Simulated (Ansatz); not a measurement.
# I (hcp type): how the settings move a single-point run

How sensitive is a single-point run of I (hcp type) to its settings? A reference run comes first, then one run with altered input.

Program: Ansatz 0.2.0. Level of theory: reference: DFT, LDA, all-electron LAPW, scalar-relativistic. These are calculated values, not measurements.

## (1) The starting structure

The structure is hexagonal, space group P6_3/mmc (No. 194). The conventional cell has a = 3.806 Å, b = 3.806 Å, c = 4.893 Å, α = 90.00°, β = 90.00°, γ = 120.00°. Around I (site symmetry -6m2) lie 6 I at 3.29 Å.

As a file:

```
CELL_PARAMETERS angstrom
3.80596 0.00000 0.00000
-1.90298 3.29606 0.00000
0.00000 0.00000 4.89343
ATOMIC_POSITIONS crystal
I 0.33333 0.66667 0.25000
I 0.66667 0.33333 0.75000
```

## (2) The reference run

input.yaml

```yaml
crystal:
  lattice:
    - [3.8059600065, 0.0, 0.0]
    - [-1.9029800032, 3.2960580515, 0.0]
    - [0.0, 0.0, 4.8934290635]
  atoms:
    - { symbol: I, position: [0.3333333333, 0.6666666667, 0.25] }
    - { symbol: I, position: [0.6666666667, 0.3333333333, 0.75] }
kpoints:
  mp_grid: { grid: [12, 12, 7] }
scf:
  occupations: { method: fermi_dirac, width: 0.08 }
hamiltonian:
  xc: lda
  pseudopotentials: { kind: all_electron, lapw: { basis_error: 0.001 } }
output:
  forces: true
  stress: true
  eigenvalues: true
  populations: true
```

Launch:

```console
$ ansatz run input.yaml --threads 1 --pin off --max-ram 2048MiB --backend cpu --events-out ev --progress --plain --runs-dir out
```

## (3) Changed: accuracy medium, spin_polarized true

input.yaml, as its differences from that of step 2:

```diff
@@ -20 +20,4 @@
   populations: true
+accuracy: medium
+magnetization:
+  spin_polarized: true
```

What does the calculation give? Wanted: for each run, ending; energy change; pressure; gap; force.

As calculated:

| run | ending | energy change | pressure (GPa) | gap (eV) | force (eV/Å) | cycles | time |
| --- | --- | --- | --- | --- | --- | --- | --- |
| reference | converged | 0 | 2.9 | 0.00 | 0.00 | 7 | 15 s |
| 1: accuracy medium, spin_polarized true | converged | 0.0 meV/atom | 2.9 | 0.00 | 0.00 | 9 | 31 s |

Residual by cycle in the longest SCF loop of each run; runs are numbered as in the table. The quantity is the density residual dr2, in eV.

| cycle | reference | run 1 |
| --- | --- | --- |
| 1 | 0.0124 | 0.00201 |
| 2 | 0.00319 | 0.0118 |
| 3 | 2.3e-5 | 0.00626 |
| 4 | 5.2e-7 | 6.3e-5 |
| 5 | 8.2e-8 | 1.2e-5 |
| 6 | 9.6e-9 | 8.0e-6 |
| 7 | 3.3e-10 | 4.5e-6 |
| 8 | - | 6.4e-7 |
| 9 | - | 5.4e-8 |

With the changed spin polarisation the energy stays within 0.5 meV/atom: no moment was seeded, so none could form, and both runs end non-magnetic.
